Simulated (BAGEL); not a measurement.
**C2H5GeN (SMILES C1=[N][GeH2][CH2]1) at HF/def2-SVP (density fitting with cc-pvqz-jkfit)**

Aim: the vertical singlet–triplet gap of C2H5GeN at HF/def2-SVP (density fitting with cc-pvqz-jkfit), from 2 runs. 

Program for the calculation: BAGEL 1.2.2.

8 further runs of the same task are left out: 6 that didn't finish, 2 set aside as unsound or not needed.

## (1) The structure to begin with

C2H5GeN: 9 atoms, total charge 0, spin state singlet. As SMILES, `C1=[N][GeH2][CH2]1`. The coordinates come from a PBE0-D4/def2-TZVP relaxation.

Bond lengths: C1–N2 1.278 Å, N2–Ge3 1.910 Å, C1–C4 1.512 Å, Ge3–C4 1.983 Å, C1–H5 1.098 Å, Ge3–H6 1.538 Å, Ge3–H7 1.538 Å, C4–H8 1.092 Å, C4–H9 1.092 Å. Some angles: C1–N2–Ge3 89.9°, N2–C1–C4 114.8°, N2–Ge3–C4 74.4°, C1–C4–Ge3 80.9°, N2–C1–H5 121.7°, C4–C1–H5 123.5°, N2–Ge3–H6 115.0°, N2–Ge3–H7 115.0°, C4–Ge3–H6 118.6°, C4–Ge3–H7 118.6°.

## (2) A single-point energy at HF/def2-SVP (density fitting with cc-pvqz-jkfit)

job.json

```json
{ "bagel": [

{
  "title": "molecule",
  "basis": "svp",
  "df_basis": "cc-pvqz-jkfit",
  "angstrom": true,
  "geometry": [
    { "atom": "C", "xyz": [      -0.186800,      -0.549700,      -1.075100 ] },
    { "atom": "N", "xyz": [       1.035900,      -0.182500,      -1.141500 ] },
    { "atom": "Ge", "xyz": [       0.903900,       0.560600,       0.613000 ] },
    { "atom": "C", "xyz": [      -0.885400,      -0.197100,       0.218500 ] },
    { "atom": "H", "xyz": [      -0.675600,      -1.079500,      -1.903400 ] },
    { "atom": "H", "xyz": [       1.056500,       2.089100,       0.684100 ] },
    { "atom": "H", "xyz": [       1.776000,      -0.127000,       1.676700 ] },
    { "atom": "H", "xyz": [      -1.720500,       0.497400,       0.107000 ] },
    { "atom": "H", "xyz": [      -1.215600,      -1.057700,       0.803700 ] }
  ]
},

{
  "title": "hf",
  "charge": 0
},

{
  "title": "print",
  "file": "orbitals.molden",
  "orbitals": true
}

]}
```

Run with:

```sh
$ BAGEL_NUM_THREADS=1 BAGEL job.json > job.out
```

Output:

```text
* using 1 threads per process

  ===============================================================
  ===============================================================

  *** Geometry ***

  { "atom" : "C", "xyz" : [     -0.353001,     -1.038782,     -2.031645 ] },
  { "atom" : "N", "xyz" : [      1.957567,     -0.344875,     -2.157122 ] },
  { "atom" : "Ge", "xyz" : [      1.708123,      1.059380,      1.158402 ] },
  { "atom" : "C", "xyz" : [     -1.673164,     -0.372465,      0.412905 ] },
  { "atom" : "H", "xyz" : [     -1.276699,     -2.039959,     -3.596905 ] },
  { "atom" : "H", "xyz" : [      1.996496,      3.947827,      1.292762 ] },
  { "atom" : "H", "xyz" : [      3.356154,     -0.239995,      3.168504 ] },
  { "atom" : "H", "xyz" : [     -3.251274,      0.939950,      0.202201 ] },
  { "atom" : "H", "xyz" : [     -2.297151,     -1.998763,      1.518773 ] },

  Number of auxiliary basis functions:      791

  Since a DF basis is specified, we compute 2- and 3-index integrals:
    o Being stored without compression. Storage requirement is 0.062 GB

  Number of basis functions:       99
  Number of electrons      :       56

    * METHOD: MOLECULE                             1.10

  *** RHF ***

  === Nuclear Repulsion ===
   262.0286658372

      * DIIS with orbital gradients will be used.

  === RHF iteration (svp) ===
      0      -2207.87166716          0.01354038           0.23
      1      -2207.99214854          0.00849859           0.22
      2      -2208.04072709          0.00163403           0.22
      3      -2208.04310971          0.00079270           0.25
      4      -2208.04356988          0.00014029           0.23
      5      -2208.04361255          0.00007078           0.21
      6      -2208.04362308          0.00003448           0.22
      7      -2208.04362571          0.00000948           0.22
      8      -2208.04362589          0.00000297           0.22
      9      -2208.04362590          0.00000137           0.22
     10      -2208.04362590          0.00000069           0.23
     11      -2208.04362590          0.00000019           0.21
     12      -2208.04362591          0.00000008           0.21
     13      -2208.04362591          0.00000004           0.21
     14      -2208.04362590          0.00000001           0.21
     15      -2208.04362590          0.00000001           0.21
    * SCF iteration converged.

    * Permanent dipole moment:
           (    0.729099,    -0.108172,    -0.769735) a.u.

    * METHOD: HF                                   3.99

    * METHOD: PRINT                                0.02

  ===============================================================
```

Wall time 5.4 s (1 thread of Intel Xeon Platinum 8259CL at 2.50GHz (Skylake/Cascade Lake), shared host); peak memory 0.22 GiB.

## (3) The triplet, same level

input.json

```json
{ "bagel" : [

{
  "title" : "molecule",
  "basis" : "svp",
  "df_basis" : "cc-pvqz-jkfit",
  "angstrom" : "true",
  "geometry" : [
    { "atom" : "C", "xyz" : [      -0.186800,      -0.549700,      -1.075100 ] },
    { "atom" : "N", "xyz" : [       1.035900,      -0.182500,      -1.141500 ] },
    { "atom" : "Ge", "xyz" : [       0.903900,       0.560600,       0.613000 ] },
    { "atom" : "C", "xyz" : [      -0.885400,      -0.197100,       0.218500 ] },
    { "atom" : "H", "xyz" : [      -0.675600,      -1.079500,      -1.903400 ] },
    { "atom" : "H", "xyz" : [       1.056500,       2.089100,       0.684100 ] },
    { "atom" : "H", "xyz" : [       1.776000,      -0.127000,       1.676700 ] },
    { "atom" : "H", "xyz" : [      -1.720500,       0.497400,       0.107000 ] },
    { "atom" : "H", "xyz" : [      -1.215600,      -1.057700,       0.803700 ] }
  ]
},

{ "title" : "uhf", "nopen" : 2 },

{ "title" : "print", "file" : "orbitals.molden", "orbitals" : "true" }

]}
```

Run with:

```sh
$ BAGEL_NUM_THREADS=1 BAGEL input.json > input.out
```

Output:

```text
* using 1 threads per process

  ===============================================================
  ===============================================================

  *** Geometry ***

  { "atom" : "C", "xyz" : [     -0.353001,     -1.038782,     -2.031645 ] },
  { "atom" : "N", "xyz" : [      1.957567,     -0.344875,     -2.157122 ] },
  { "atom" : "Ge", "xyz" : [      1.708123,      1.059380,      1.158402 ] },
  { "atom" : "C", "xyz" : [     -1.673164,     -0.372465,      0.412905 ] },
  { "atom" : "H", "xyz" : [     -1.276699,     -2.039959,     -3.596905 ] },
  { "atom" : "H", "xyz" : [      1.996496,      3.947827,      1.292762 ] },
  { "atom" : "H", "xyz" : [      3.356154,     -0.239995,      3.168504 ] },
  { "atom" : "H", "xyz" : [     -3.251274,      0.939950,      0.202201 ] },
  { "atom" : "H", "xyz" : [     -2.297151,     -1.998763,      1.518773 ] },

  Number of auxiliary basis functions:      791

  Since a DF basis is specified, we compute 2- and 3-index integrals:
    o Being stored without compression. Storage requirement is 0.062 GB

  Number of basis functions:       99
  Number of electrons      :       56

    * METHOD: MOLECULE                             1.03

  *** Open-shell HF ***

  === Nuclear Repulsion ===
   262.0286658372

      * DIIS with orbital gradients will be used.

  === UHF iteration (svp) ===
      0      -2207.68961077          0.02625450           0.50
      1      -2207.83653398          0.01687709           0.48
      2      -2207.88643754          0.00942931           0.46
      3      -2207.90930931          0.00258780           0.46
      4      -2207.91631768          0.00161612           0.46
      5      -2207.92036165          0.00085230           0.45
      6      -2207.92192683          0.00040548           0.45
      7      -2207.92229685          0.00025114           0.44
      8      -2207.92244597          0.00011423           0.46
      9      -2207.92247612          0.00003920           0.45
     10      -2207.92247860          0.00001261           0.44
     11      -2207.92247912          0.00000598           0.44
     12      -2207.92247933          0.00000325           0.46
     13      -2207.92247939          0.00000216           0.44
     14      -2207.92247941          0.00000112           0.43
     15      -2207.92247941          0.00000062           0.50
     16      -2207.92247941          0.00000038           0.46
     17      -2207.92247941          0.00000024           0.46
     18      -2207.92247941          0.00000015           0.44
     19      -2207.92247941          0.00000006           0.48
     20      -2207.92247941          0.00000004           0.45
     21      -2207.92247941          0.00000002           0.48
     22      -2207.92247941          0.00000002           0.44
     23      -2207.92247941          0.00000001           0.45
    * SCF iteration converged.

    * S^2 (UHF) is 2.0245

    * Permanent dipole moment:
           (    0.107575,    -0.284143,    -0.712096) a.u.

    * METHOD: UHF                                 11.54

    * METHOD: PRINT                                0.02

  ===============================================================
```

Run time: 13 s. Hardware: 1 thread of Intel Xeon Platinum 8259CL at 2.50GHz (Skylake/Cascade Lake), shared host; peak memory 0.22 GiB.

## (4) Results

At HF/def2-SVP (density fitting with cc-pvqz-jkfit):

```
                                        quantity           value
                           singlet: total energy  -2208.04363 Eh
                          singlet: dipole moment          2.71 D
                            singlet: HOMO energy       -10.35 eV
                            singlet: LUMO energy         3.38 eV
                          singlet: HOMO–LUMO gap        13.73 eV
                           triplet: total energy  -2207.92248 Eh
                          triplet: dipole moment          1.97 D
                                   triplet: ⟨S²⟩           2.025
vertical energy of the triplet above the singlet        3.297 eV
```

What this shows: At this shape the triplet lies 3.30 eV (76 kcal/mol) above the singlet.
